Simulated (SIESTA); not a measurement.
The system is NbRu3C.

```
Ru Nb C
1.0
     4.06514    0.00000    0.00000
     0.00000    4.06514    0.00000
     0.00000    0.00000    4.06514
Ru Nb C
3 1 1
Direct
  0.50000 0.50000 0.00000
  0.50000 0.00000 0.50000
  0.00000 0.50000 0.50000
  0.00000 0.00000 0.00000
  0.50000 0.50000 0.50000
```

The cell comes from a database or a generator and needn't be the stable form of this composition.

Base run:

* Program: SIESTA 5.4.2
* Functional: PBEsol
* Potentials or basis: PseudoDojo 0.4 standard (PBEsol files)
* Basis: DZ (energy shift 0.003 Ry; two zetas on semicore shells)
* Grid cutoff: 800 Ry
* Energy shift: 0.003 Ry
* k mesh: 7 × 7 × 7
* Occupations: fermi-dirac, width 0.05 eV
* Spin: no spin polarisation

Its results: band gap on the k mesh none (metal or under the smearing width); pressure -7.3 GPa.

Q: After a change of settings the same cell gave: band gap on the k mesh none (metal or under the smearing width); pressure -8.2 GPa. Which change was it?
A. basis from DZ (energy shift 0.003 Ry; two zetas on semicore shells) to SZP (energy shift 0.003 Ry)
B. basis from DZ (energy shift 0.003 Ry; two zetas on semicore shells) to TZDP (energy shift 0.003 Ry; two zetas on semicore shells)
C. basis from DZ (energy shift 0.003 Ry; two zetas on semicore shells) to SZ (energy shift 0.003 Ry)

A: B.

Caveats: the basis of atomic orbitals isn't converged, which shifts pressures, moduli and gaps; the basis has no polarisation orbitals (some runs).
